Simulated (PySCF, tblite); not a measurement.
**C6H7PSSi: geometry, infrared bands and NMR shifts**

Aim: predict the infrared bands and NMR shifts of C6H7PSSi (`C#Cc1sc(C)pc1[SiH3]`).

Computed with tblite 0.8.0 and PySCF 2.14.0, with density-fitted response routines of our own, on a single molecule in the gas phase. Atoms count from 0, in the outputs and in this text.

## (1) The starting structure

16 atoms, charge 0, multiplicity 1; geometry from: force field or distance geometry start.

Bonds of the start (Å): C0–C1 1.19, C1–C2 1.45, C2–S3 1.86, S3–C4 1.70, C4–C5 1.49, C4–P6 1.75, P6–C7 1.83, C7–Si8 1.82, C7–C2 1.16, C0–H9 1.09, C5–H10 1.12, C5–H11 1.11, C5–H12 1.11, Si8–H13 1.46, Si8–H14 1.47, Si8–H15 1.47.

## (2) Geometry optimisation with GFN2-xTB

What the job is given:

```
{"job": {"kind": "relax", "xc": "GFN2-xTB", "basis": "xTB"}, "charge": 0, "multiplicity": 1}
C     -2.540700     2.517200     0.228900
C     -1.734200     1.637000     0.216200
C     -0.737100     0.580500     0.212300
S      0.980200     1.301000     0.227900
C      2.052400    -0.024300     0.221400
C      3.546000    -0.009100     0.221700
P      0.913800    -1.353200     0.172700
C     -0.750900    -0.583900     0.186800
Si    -2.249800    -1.616100     0.150700
H     -3.273800     3.322900     0.228700
H      3.973700    -0.428800    -0.719800
H      3.843700    -0.641500     1.090400
H      3.868700     1.051600     0.338500
H     -2.582300    -2.016000     1.516800
H     -3.391500    -0.896300    -0.420000
H     -1.925800    -2.832100    -0.617000
```

Run with:

```console
> OMP_NUM_THREADS=1 python probes_run.py task.json out
```

The driver reads the jobs from task.json and runs them one after another.

**Question.** This job is followed by: GFN2-xTB harmonic vibrations, gas phase; GIAO PBE0/pcSseg-1 NMR shielding, non-relativistic, gas phase. What will the session give for the following? strongest single infrared mode (GFN2-xTB); zero-point energy (GFN2-xTB); ¹³C shifts against TMS (PBE0/pcSseg-1); ¹H shifts against TMS (PBE0/pcSseg-1, means over atoms taken as alike); ³³S shifts against CS2 (PBE0/pcSseg-1); ³¹P shifts against H3PO4 (PBE0/pcSseg-1); ²⁹Si shifts against TMS (PBE0/pcSseg-1).

As calculated:

| quantity | value |
| --- | --- |
| strongest single infrared mode (GFN2-xTB) | 780 cm⁻¹, 363 km/mol |
| zero-point energy (GFN2-xTB) | 62.4 kcal/mol |
| ¹³C shifts against TMS (PBE0/pcSseg-1) | 199.4, 164.1, 149.1, 96.7, 81.7, 20.8 ppm |
| ¹H shifts against TMS (PBE0/pcSseg-1, means over atoms taken as alike) | 4.62, 3.55, 3.02 ppm |
| ³³S shifts against CS2 (PBE0/pcSseg-1) | 408 ppm |
| ³¹P shifts against H3PO4 (PBE0/pcSseg-1) | 255.2 ppm |
| ²⁹Si shifts against TMS (PBE0/pcSseg-1) | -81.7 ppm |

What this shows: Relaxing lowered the energy by 2.482 eV in 115 steps; the close pair that moved most is C2–C7, from 1.165 to 1.365 Å. No mode is imaginary among the 42: a minimum at this level. The strongest single mode, at 780 cm⁻¹, is carried by H14, H13, H15. GFN2-xTB is a fitted tight-binding method: band positions and strengths are rough. Its intensities can rank the bands wrongly. At PBE0/pcSseg-1: The widest tensor belongs to P6: span 413 ppm, with a paramagnetic part of -906 ppm. NICS(1)zz of -21 ppm above the planar ring from C2 marks a diatropic (aromatic) ring current.
